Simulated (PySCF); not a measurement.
# InNH3Br (SMILES [NH2][InH][Br]) at 6 levels

We compute a comparison of 6 runs (HF/STO-3G, HF/3-21G, HF/def2-TZVP, B3LYP/def2-SVP, PBE0/def2-SVP, wB97X/def2-TZVP) of InNH3Br. 

Program for the calculation: PySCF 2.14.0.

1 further run of the same task is left out (set aside as unsound or not needed).

## Step 1: The system as given

InNH3Br has 6 atoms, charge 0, and is taken as a singlet. As SMILES, `[NH2][InH][Br]`. The shape is that of a PBE0-D4/def2-TZVP optimisation.

Bond lengths: N1–In2 1.996 Å, In2–Br3 2.479 Å, N1–H4 1.008 Å, N1–H5 1.008 Å, In2–H6 1.695 Å. Angles: N1–In2–Br3 109.9°, N1–In2–H6 130.2°, Br3–In2–H6 119.6°, In2–N1–H4 118.8°, In2–N1–H5 121.5°, H4–N1–H5 111.0°.

## Step 2: Energy and forces at HF/STO-3G (run 1)

File calc.py:

```python
# [NH2][InH][Br]
import pyscf.grad
from pyscf import gto, scf

mol = gto.Mole()
mol.atom = '''
N       -0.008200      -0.627800      -0.999900
In       0.180000       0.651600       0.520700
Br      -0.078700      -0.549600       2.673500
H       -0.429600      -1.527200      -0.828000
H       -0.204800      -0.309000      -1.935200
H        0.583200       2.298100       0.522700
'''
mol.charge = 0
mol.basis = 'sto-3g'
mol.verbose = 4
mol.max_memory = 1860
mol.spin = 0
mol.build()

mf = scf.RHF(mol)
mf.conv_tol = 1e-10
mf.kernel()
if not mf.converged:
    mf = mf.newton().run(mf.mo_coeff, mf.mo_occ)

etot = mf.e_tot
print('E = %.10f Eh' % etot)
grad = mf.Gradients().kernel()
mf.analyze()
```

Run with:

```sh
$ OMP_NUM_THREADS=1 python calc.py
```

Output:

```text
PySCF version 2.14.0

[... 77 lines left out ...]
One-electron Energy =               -12609.467304761468768
[... 9 lines left out ...]
MO #5   energy= -138.053113409839  occ= 2
[... 7 lines left out ...]
MO #13  energy= -24.7445719229725  occ= 2
[... 7 lines left out ...]
MO #21  energy= -9.05635907849603  occ= 2
[... 7 lines left out ...]
MO #29  energy= -2.16062829761278  occ= 2
[... 7 lines left out ...]
MO #37  energy= -0.589207689829591 occ= 2
[... 7 lines left out ...]
MO #45  energy= -0.300362491309011 occ= 2
[... 7 lines left out ...]
MO #53  energy= 0.793049424730645  occ= 0
[... 62 lines left out ...]
Dipole moment(X, Y, Z, Debye): -0.51533,  1.60728, -2.63705
```

Wall time 6.9 s (1 thread of Intel Xeon at 2.70GHz, shared host); peak memory 0.13 GiB.

## Step 3: Energy and forces at HF/3-21G (run 2)

File job.py:

```python
import pyscf.grad
from pyscf import gto, scf

mol = gto.Mole()
mol.atom = [
    ('N', (-0.008200, -0.627800, -0.999900)),
    ('In', (0.180000, 0.651600, 0.520700)),
    ('Br', (-0.078700, -0.549600, 2.673500)),
    ('H', (-0.429600, -1.527200, -0.828000)),
    ('H', (-0.204800, -0.309000, -1.935200)),
    ('H', (0.583200, 2.298100, 0.522700)),
]
mol.basis = '3-21g'
mol.charge = 0
mol.max_memory = 1860
mol.verbose = 3
mol.build()

myscf = scf.RHF(mol)
myscf.conv_tol = 1e-10
myscf.kernel()
if not myscf.converged:
    myscf = myscf.newton().run(myscf.mo_coeff, myscf.mo_occ)

etot = myscf.e_tot
print('Final energy', etot)
grad = myscf.Gradients().kernel()
dip = myscf.dip_moment()
pop, q = myscf.mulliken_pop()
```

Run with:

```sh
$ OMP_NUM_THREADS=1 python job.py
```

Output:

```text
converged SCF energy = -8330.73092436216
Final energy -8330.730924362162
[... 9 lines left out ...]
Dipole moment(X, Y, Z, Debye): -0.79950,  1.50135, -3.49606
[... 75 lines left out ...]
charge of    5H =     -0.20194
```

It took 8.7 s on 1 thread of Intel Xeon at 2.70GHz, shared host; peak memory 0.14 GiB.

## Step 4: Energy and gradient at HF/def2-TZVP (core potential) (run 3)

File run.py:

```python
import pyscf.grad
from pyscf import gto, scf

mol = gto.M(
    atom=[
    ('N', (-0.008200, -0.627800, -0.999900)),
    ('In', (0.180000, 0.651600, 0.520700)),
    ('Br', (-0.078700, -0.549600, 2.673500)),
    ('H', (-0.429600, -1.527200, -0.828000)),
    ('H', (-0.204800, -0.309000, -1.935200)),
    ('H', (0.583200, 2.298100, 0.522700)),
],
    basis='def2-tzvp',
    verbose=3,
    ecp={'In': 'def2-svp'},
    max_memory=1860,
)

myscf = scf.RHF(mol)
myscf.conv_tol = 1e-10
myscf.kernel()
if not myscf.converged:
    myscf = myscf.newton().run(myscf.mo_coeff, myscf.mo_occ)

e_tot = myscf.e_tot
print('E(%s) = %.9f' % ('HF', e_tot))
grad = myscf.Gradients().kernel()
dip = myscf.dip_moment()
pop, q = myscf.mulliken_pop()
```

Run with:

```sh
$ OMP_NUM_THREADS=1 python run.py
```

Output:

```text
converged SCF energy = -2817.90802277531
[... 10 lines left out ...]
Dipole moment(X, Y, Z, Debye): -0.51122,  1.45773, -2.75004
[... 154 lines left out ...]
charge of    5H =     -0.07312
```

Run time: 84 s. Hardware: 1 thread of Intel Xeon at 2.70GHz, shared host; peak memory 0.56 GiB.

Runs 4 to 5 aren't shown in full; the table further down has their settings and results.

## Step 5: Energy and gradient at wB97X/def2-TZVP (core potential) (run 6)

File input.py:

```python
import pyscf.grad
from pyscf import gto, dft

mol = gto.Mole()
mol.atom = '''
N   -0.008200  -0.627800  -0.999900
In   0.180000   0.651600   0.520700
Br  -0.078700  -0.549600   2.673500
H   -0.429600  -1.527200  -0.828000
H   -0.204800  -0.309000  -1.935200
H    0.583200   2.298100   0.522700
'''
mol.basis = 'def2-tzvp'
mol.max_memory = 1860
mol.verbose = 4
mol.ecp = {'In': 'def2-svp'}
mol.build()

mf = dft.RKS(mol, xc='wb97x')
mf.conv_tol = 1e-10
mf.grids.level = 5
mf.kernel()
if not mf.converged:
    mf = mf.newton().run(mf.mo_coeff, mf.mo_occ)

e_final = mf.e_tot
print('E(%s) = %.9f' % ('WB97X', e_final))
grad = mf.Gradients().kernel()
mf.analyze()
```

Run with:

```sh
$ OMP_NUM_THREADS=1 python input.py
```

Output:

```text
PySCF version 2.14.0

[... 103 lines left out ...]
MO #3   energy= -56.2963505364182  occ= 2
[... 17 lines left out ...]
MO #21  energy= -0.914936503571855 occ= 2
[... 17 lines left out ...]
MO #39  energy= 0.144136222092348  occ= 0
[... 17 lines left out ...]
MO #57  energy= 0.50808295164323   occ= 0
[... 17 lines left out ...]
MO #75  energy= 1.0253247792561    occ= 0
[... 17 lines left out ...]
MO #93  energy= 1.69153825832252   occ= 0
[... 17 lines left out ...]
MO #111 energy= 2.35410487764782   occ= 0
[... 17 lines left out ...]
MO #129 energy= 4.23945153063812   occ= 0
[... 17 lines left out ...]
MO #147 energy= 125.863018232749   occ= 0
[... 156 lines left out ...]
Dipole moment(X, Y, Z, Debye): -0.49049,  1.24137, -2.74134
```

It took 4.8 min on 1 thread of Intel Xeon at 2.70GHz, shared host; peak memory 1.7 GiB.

## Step 6: All runs side by side

```csv
run,level,core potential,integration grid,energy (Eh),dipole moment (D),HOMO energy (eV),LUMO energy (eV),wall time
1,HF/STO-3G,–,–,-8283.119421,3.13,-7.39,5.97,6.9 s
2,HF/3-21G,–,–,-8330.730924,3.89,-10.24,1.45,8.7 s
3,HF/def2-TZVP (core potential),def2-svp,–,-2817.908023,3.15,-10.65,1.07,84 s
4,B3LYP/def2-SVP (core potential),def2-svp,5,-2820.627832,2.96,-6.98,-1.34,38 s
5,PBE0/def2-SVP (core potential),def2-svp,5,-2820.171259,3.04,-7.26,-1.11,51 s
6,wB97X/def2-TZVP (core potential),def2-svp,5,-2820.980332,3.05,-9.89,0.45,4.8 min
```

## Step 7: What came out

```
                       quantity           value
            run 6: total energy  -2820.98033 Eh
           run 6: dipole moment          3.05 D
             run 6: HOMO energy        -9.89 eV
             run 6: LUMO energy         0.45 eV
           run 6: HOMO–LUMO gap        10.34 eV
run 6: largest force on an atom      0.103 eV/Å
```

**Reading.** The dipole moment (its size) runs from 2.96 D (B3LYP/def2-SVP) to 3.89 D (HF/3-21G). The two ends differ in method and basis and core potential. The HOMO–LUMO gap runs from 5.64 eV (B3LYP/def2-SVP) to 13.36 eV (HF/STO-3G). Totals of different functionals can't be ranked against each other. Some runs of one species differ in core potentials or relativity; totals across that change don't compare. In run 1 the basis is minimal, so the values are rough. In runs 1, 2 relativity is left out where basis or elements ask for it. All runs together took 7.9 min, the longest 4.8 min.
